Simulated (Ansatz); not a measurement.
# TaGe2: the cost of one run

Method: DFT PBE+D3(BJ), plane waves, PAW, scalar-relativistic, no spin polarisation, in Ansatz 0.2.0.

## 1. The starting structure

The cell holds 9 atoms (Ge6Ta3): a = 4.971 Å, b = 5.511 Å, c = 5.478 Å, α = 100.66°, β = 96.84°, γ = 78.88°.

As a file:

```cif
data_structure
_symmetry_space_group_name_H-M 'P 1'
_symmetry_Int_Tables_number 1
_cell_length_a 4.9705
_cell_length_b 5.5111
_cell_length_c 5.4780
_cell_angle_alpha 100.662
_cell_angle_beta 96.841
_cell_angle_gamma 78.875
_cell_volume 144.15
loop_
_atom_site_label
_atom_site_type_symbol
_atom_site_fract_x
_atom_site_fract_y
_atom_site_fract_z
_atom_site_occupancy
Ge1 Ge 0.91004 0.91675 0.06752 1
Ge2 Ge 0.14943 0.17659 0.36295 1
Ge3 Ge 0.96211 0.00935 0.67834 1
Ge4 Ge 0.71177 0.77060 0.38138 1
Ge5 Ge 0.27499 0.67939 0.26066 1
Ge6 Ge 0.02068 0.58066 0.69964 1
Ta1 Ta 0.44300 0.80979 0.85142 1
Ta2 Ta 0.81385 0.38933 0.02509 1
Ta3 Ta 0.60792 0.35563 0.49451 1
```

## 2. Dynamics

Input file input.yaml:

```yaml
crystal:
  lattice:
    - [4.95718, 0.182285, -0.314946]
    - [0.86444, 5.442826, -0.025216]
    - [-0.276831, -0.957307, 5.386554]
  atoms:
    - { symbol: Ge, position: [0.91004, 0.916748, 0.067516] }
    - { symbol: Ge, position: [0.149428, 0.176593, 0.362951] }
    - { symbol: Ge, position: [0.96211, 0.009348, 0.678336] }
    - { symbol: Ge, position: [0.711774, 0.770598, 0.381382] }
    - { symbol: Ge, position: [0.274989, 0.679389, 0.260662] }
    - { symbol: Ge, position: [0.02068, 0.580661, 0.699644] }
    - { symbol: Ta, position: [0.443004, 0.809789, 0.851422] }
    - { symbol: Ta, position: [0.813845, 0.389326, 0.025092] }
    - { symbol: Ta, position: [0.607916, 0.355629, 0.494513] }
kpoints:
  mp_grid: { grid: [3, 3, 3] }
magnetization:
  spin_polarized: false
scf:
  occupations: { method: tetrahedron_uncorrected }
hamiltonian:
  pseudopotentials: { kind: paw }
  xc: pbe
  dispersion: d3bj
basis:
  ecutwfc: 420
md:
  timestep: 0.5
  n_steps: 20
  ensemble: nvt_nose_hoover
  temperature: 300.0
  initial_velocities: maxwell_boltzmann
  seed: 48017
```

Launch:

```sh
$ ansatz run input.yaml --threads 2 --pin off --max-ram 2560MiB --backend cpu --events-out ev --progress --plain --runs-dir out
```

What time and memory should one allow on 2 threads of Arm Neoverse N1, shared host?

About 2.9 min, with a peak of 0.57 GiB.
